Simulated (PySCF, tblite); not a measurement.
**C7H18BP: geometry, infrared bands and NMR shifts**

Wanted: the infrared bands and NMR shifts of C7H18BP (`[BH3-][P@+](C)(C=C)C(C)(C)C`), by calculation.

Programs: tblite 0.8.0 and PySCF 2.14.0, with density-fitted response routines of our own. Each step states its level of theory. These are calculated values for one molecule in the gas phase, unless marked as measured. Atoms count from 0, in the outputs and in this text.

**1. Starting geometry**

27 atoms, charge 0, multiplicity 1; geometry from: force field or distance geometry start.

Bonds of the start (Å): B0–P1 1.91, P1–C2 1.82, P1–C3 1.80, C3–C4 1.35, P1–C5 1.84, C5–C6 1.54, C5–C7 1.54, C5–C8 1.54, B0–H9 1.18, B0–H10 1.20, B0–H11 1.18, C2–H12 1.10, C2–H13 1.11, C2–H14 1.09, C3–H15 1.09, C4–H16 1.09, C4–H17 1.08, C6–H18 1.11, C6–H19 1.11, C6–H20 1.11, C7–H21 1.10, C7–H22 1.11, C7–H23 1.12, C8–H24 1.10, C8–H25 1.12, C8–H26 1.11.

**2. Optimising the geometry with GFN2-xTB**

What the job is given:

```
{"job": {"kind": "relax", "xc": "GFN2-xTB", "basis": "xTB"}, "charge": 0, "multiplicity": 1}
B      1.678100    -1.146100    -1.004700
P      0.604000    -0.140200     0.209500
C      1.599900     1.287600     0.756500
C      0.293400    -1.170700     1.649500
C      1.295900    -1.666800     2.397600
C     -0.988400     0.392300    -0.550600
C     -0.702500     1.287700    -1.775200
C     -1.801700     1.195600     0.482700
C     -1.781900    -0.845200    -0.994400
H      1.892000    -0.490100    -1.967400
H      1.092800    -2.140400    -1.317200
H      2.697300    -1.438000    -0.483700
H      1.813900     1.939800    -0.107400
H      1.032800     1.870400     1.509800
H      2.541100     0.951300     1.201600
H     -0.730100    -1.406900     1.951900
H      2.331700    -1.449800     2.139600
H      1.084400    -2.290500     3.255300
H     -0.136400     2.196000    -1.473300
H     -0.115000     0.736000    -2.533100
H     -1.659500     1.620400    -2.234700
H     -1.266100     2.108200     0.798300
H     -2.772400     1.514300     0.051200
H     -2.029600     0.571300     1.378200
H     -1.227100    -1.417000    -1.757000
H     -2.767100    -0.536400    -1.436000
H     -1.999400    -1.506300    -0.134800
```

Started as:

```sh
$ OMP_NUM_THREADS=1 python probes_run.py task.json out
```

The driver reads the jobs from task.json and runs them one after another.

**Question.** This job is followed by: GFN2-xTB harmonic vibrations, gas phase; GIAO PBE0/pcSseg-1 NMR shielding, non-relativistic, gas phase. What will the session give for the following? strongest single infrared mode (GFN2-xTB); zero-point energy (GFN2-xTB); ¹³C shifts against TMS (PBE0/pcSseg-1, means over atoms taken as alike); ¹H shifts against TMS (PBE0/pcSseg-1, means over atoms taken as alike); ¹¹B shifts against BF3·OEt2 (PBE0/pcSseg-1); ³¹P shifts against H3PO4 (PBE0/pcSseg-1).

The runs gave:

| quantity | value |
| --- | --- |
| strongest single infrared mode (GFN2-xTB) | 1090 cm⁻¹, 215 km/mol |
| zero-point energy (GFN2-xTB) | 144.0 kcal/mol |
| ¹³C shifts against TMS (PBE0/pcSseg-1, means over atoms taken as alike) | 142.1, 135.5, 33.3, 26.7, 6.1 ppm |
| ¹H shifts against TMS (PBE0/pcSseg-1, means over atoms taken as alike) | 6.69, 6.31, 5.86, 1.29, 1.20, 0.71 ppm |
| ¹¹B shifts against BF3·OEt2 (PBE0/pcSseg-1) | -49.7 ppm |
| ³¹P shifts against H3PO4 (PBE0/pcSseg-1) | 17.0 ppm |

What this shows: Relaxing lowered the energy by 0.411 eV in 162 steps; the close pair that moved most is P1–C5, from 1.843 to 1.884 Å. No mode is imaginary among the 75: a minimum at this level. The strongest single mode, at 1090 cm⁻¹, moves mainly H9, H10 and H11. Unscaled tight-binding wavenumbers are off by several per cent, some by more. Its intensities can rank the bands wrongly. The most deshielded carbon is C3 (alkene CH), at 142.1 ppm: as expected for a trigonal carbon in a double bond. The most deshielded hydrogen is H15 (hydrogen on an alkene CH), at 6.69 ppm: olefinic region.
